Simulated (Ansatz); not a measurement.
# C₂H₇NSi: up Jacob's ladder to CCSD(T)

One table from this session's results is given with a row withheld; the runs are named, their logs left out.

The runs use Ansatz 0.2.0, Gaussian basis; functionals in def2-TZVPP, the program's frozen cores in correlated methods.

The runs, in order: LDA (SPW92), PBE-D4, revPBE-D4, BLYP-D4, r2SCAN-D4, B97M-V, PBE0-D4, B3LYP-D4, r2SCANh-D4, r2SCAN0-D4, HSE06-D4, BHLYP-D4, CAM-B3LYP-D4, LC-ωPBE, ωB97X-V, ωB97M-V, B2PLYP, PBE-QIDH; CCSD(T)/def2-SVP; CCSD(T)/def2-TZVPP; MP2/def2-QZVPP; extrapolation to the limit; RPA on PBE.

## Structure used throughout

An earlier PBE0-D4 in a triple-zeta def2 set relaxation fixed the geometry.

11 atoms, charge 0, spin multiplicity 1.

Atoms are counted from 1 here; the program's logs count them from 0.

Bond lengths: C1–C2 1.330 Å, C1–H5 1.087 Å, C1–H6 1.087 Å, C2–Si3 1.865 Å, C2–H7 1.091 Å, Si3–N4 1.715 Å, Si3–H8 1.488 Å, Si3–H9 1.488 Å, N4–H10 1.006 Å, N4–H11 1.006 Å. Angles: C2–C1–H5 122.6°, C2–C1–H6 121.2°, H5–C1–H6 116.2°, C1–C2–Si3 123.1°, C1–C2–H7 118.1°, Si3–C2–H7 118.8°, C2–Si3–N4 114.9°, C2–Si3–H8 108.4°, C2–Si3–H9 108.4°, N4–Si3–H8 107.9°, N4–Si3–H9 108.0°, H8–Si3–H9 109.2°, Si3–N4–H10 121.5°, Si3–N4–H11 121.5°, H10–N4–H11 111.7°.

Set-up of the first run:

The input, in.yaml:

```yaml
crystal:
  periodic: [false, false, false]
  atoms:
    - {symbol: C, position_ang: [-0.676080, 1.337045, -0.944954]}
    - {symbol: C, position_ang: [0.089257, 1.208594, 0.135128]}
    - {symbol: Si, position_ang: [0.596485, -0.444526, 0.832590]}
    - {symbol: N, position_ang: [0.002894, -1.803652, -0.028574]}
    - {symbol: H, position_ang: [-0.967056, 2.304646, -1.344690]}
    - {symbol: H, position_ang: [-1.046797, 0.465621, -1.479118]}
    - {symbol: H, position_ang: [0.433029, 2.116651, 0.631586]}
    - {symbol: H, position_ang: [0.099462, -0.536598, 2.232584]}
    - {symbol: H, position_ang: [2.083196, -0.516660, 0.835985]}
    - {symbol: H, position_ang: [0.404858, -2.085973, -0.906294]}
    - {symbol: H, position_ang: [-0.953847, -2.102148, 0.056259]}
basis:
  gaussian: {orbitals: def2-TZVPP}
hamiltonian: {xc: lda}
output: {orbitals: {seedname: orbitals}}
```

Steps of the session up to this table: LDA; PBE-D4 (GGA); revPBE-D4 (GGA); BLYP-D4 (GGA); r2SCAN-D4 (meta-GGA); B97M-V (meta-GGA); PBE0-D4 (hybrid); B3LYP-D4 (hybrid); r2SCANh-D4 (hybrid); r2SCAN0-D4 (hybrid); HSE06-D4 (hybrid); BHLYP-D4 (hybrid); CAM-B3LYP-D4 (range-separated); LC-ωPBE-D4 (range-separated; the results give it without D4); ωB97X-V (range-separated); ωB97M-V (range-separated); B2PLYP (double hybrid); PBE-QIDH (double hybrid).

One of the session's tables, all rows but one given; the rest of the session is left out.

It belongs to the step «Orbital energies across the functionals». 

| functional | HOMO (eV) | gap (eV) |
| --- | --- | --- |
| LDA (SPW92) | -6.10 | 4.64 |
| PBE-D4 | -5.95 | 4.71 |
| revPBE-D4 | -5.89 | 4.73 |
| BLYP-D4 | -5.84 | 4.74 |
| r2SCAN-D4 | -6.25 | 5.21 |
| B97M-V | -6.38 | 5.34 |
| PBE0-D4 | ? | ? |
| B3LYP-D4 | -7.13 | 6.67 |
| r2SCANh-D4 | -6.78 | 6.11 |
| r2SCAN0-D4 | -7.57 | 7.45 |
| HSE06-D4 | -6.96 | 6.34 |
| BHLYP-D4 | -8.70 | 9.58 |
| CAM-B3LYP-D4 | -8.80 | 9.73 |
| LC-ωPBE | -10.18 | 12.27 |
| ωB97X-V | -9.82 | 11.83 |
| ωB97M-V | -9.72 | 11.60 |

Q: Estimate the row for PBE0-D4 from the others.

The run gave: HOMO (eV): -7.36; gap (eV): 7.13. In the column «HOMO (eV)» it lies between r2SCAN0-D4 (-7.57) and B3LYP-D4 (-7.13).
